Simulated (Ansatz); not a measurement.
# C2H7AlOS: basis-set convergence

One table from this session's results is given with a row withheld; the runs are named, their logs left out.

Method: one geometry, several basis sets; program: Ansatz 0.2.0, Gaussian basis.

Plan: PBE0-D4/def2-SVP; ωB97M-V/def2-SVP; PBE0-D4/def2-QZVPP; ωB97M-V/def2-QZVPP; CCSD(T)/cc-pV(D+d)Z; CCSD(T)/cc-pV(T+d)Z; MP2/cc-pV(Q+d)Z; the functionals' def2-TZVPP values are taken from earlier runs.

### The geometry

All runs share one geometry, relaxed beforehand with PBE0-D4 in a triple-zeta def2 set.

SMILES `C[CH2][Al]([OH])[SH]`, 12 atoms, charge 0, spin multiplicity 1.

Atoms are counted from 1 here; the program's logs count them from 0.

Bond lengths: C1–C2 1.529 Å, C1–H6 1.094 Å, C1–H7 1.093 Å, C1–H8 1.093 Å, C2–Al3 1.945 Å, C2–H9 1.097 Å, C2–H10 1.097 Å, Al3–O4 1.695 Å, Al3–S5 2.195 Å, O4–H11 0.955 Å, S5–H12 1.344 Å. Angles: C2–C1–H6 111.9°, C2–C1–H7 111.7°, C2–C1–H8 111.8°, H6–C1–H7 107.2°, H6–C1–H8 107.2°, H7–C1–H8 106.8°, C1–C2–Al3 115.0°, C1–C2–H9 110.6°, C1–C2–H10 110.5°, Al3–C2–H9 107.8°, Al3–C2–H10 107.7°, H9–C2–H10 104.8°, C2–Al3–O4 119.9°, C2–Al3–S5 119.0°, O4–Al3–S5 121.1°, Al3–O4–H11 125.8°, Al3–S5–H12 94.2°.

The first run:

in.yaml reads:

```yaml
crystal:
  periodic: [false, false, false]
  atoms:
    - {symbol: C, position_ang: [-1.703410, -0.615582, 0.478190]}
    - {symbol: C, position_ang: [-0.460541, -0.940143, -0.350667]}
    - {symbol: Al, position_ang: [0.968773, 0.374485, -0.240866]}
    - {symbol: O, position_ang: [2.414945, 0.121068, -1.086869]}
    - {symbol: S, position_ang: [0.672545, 2.169854, 0.987383]}
    - {symbol: H, position_ang: [-2.473099, -1.386224, 0.376912]}
    - {symbol: H, position_ang: [-2.154822, 0.333493, 0.176838]}
    - {symbol: H, position_ang: [-1.469696, -0.530358, 1.542803]}
    - {symbol: H, position_ang: [-0.044946, -1.911720, -0.057123]}
    - {symbol: H, position_ang: [-0.724596, -1.057282, -1.408855]}
    - {symbol: H, position_ang: [3.167647, 0.708128, -1.093817]}
    - {symbol: H, position_ang: [1.884400, 2.679281, 0.710072]}
basis:
  gaussian: {orbitals: def2-SVP}
hamiltonian: {xc: pbe0, dispersion: d4}
output: {orbitals: {seedname: orbitals}}
```

Run with:

```bash
$ ansatz run in.yaml --threads 2 --pin off --events-out ev --progress --plain --max-ram 22528MiB --backend cpu
```

Steps of the session up to this table: PBE0-D4 in def2-SVP; ωB97M-V in def2-SVP; PBE0-D4 in def2-QZVPP; ωB97M-V in def2-QZVPP.

One of the session's tables, all rows but one given; the rest of the session is left out.

| functional | basis | HOMO (eV) | LUMO (eV) |
| --- | --- | --- | --- |
| PBE0-D4 | def2-SVP | -7.43 | 0.08 |
| PBE0-D4 | def2-TZVPP | -7.58 | -0.15 |
| PBE0-D4 | def2-QZVPP | ? | ? |
| ωB97M-V | def2-SVP | -9.59 | 1.66 |
| ωB97M-V | def2-TZVPP | -9.78 | 1.35 |
| ωB97M-V | def2-QZVPP | -9.83 | 0.72 |

Q: Estimate the row for PBE0-D4, def2-QZVPP from the others.

The run gave: HOMO (eV): -7.61; LUMO (eV): -0.47. In the column «HOMO (eV)» it lies between ωB97M-V, def2-SVP (-9.59) and PBE0-D4, def2-TZVPP (-7.58).
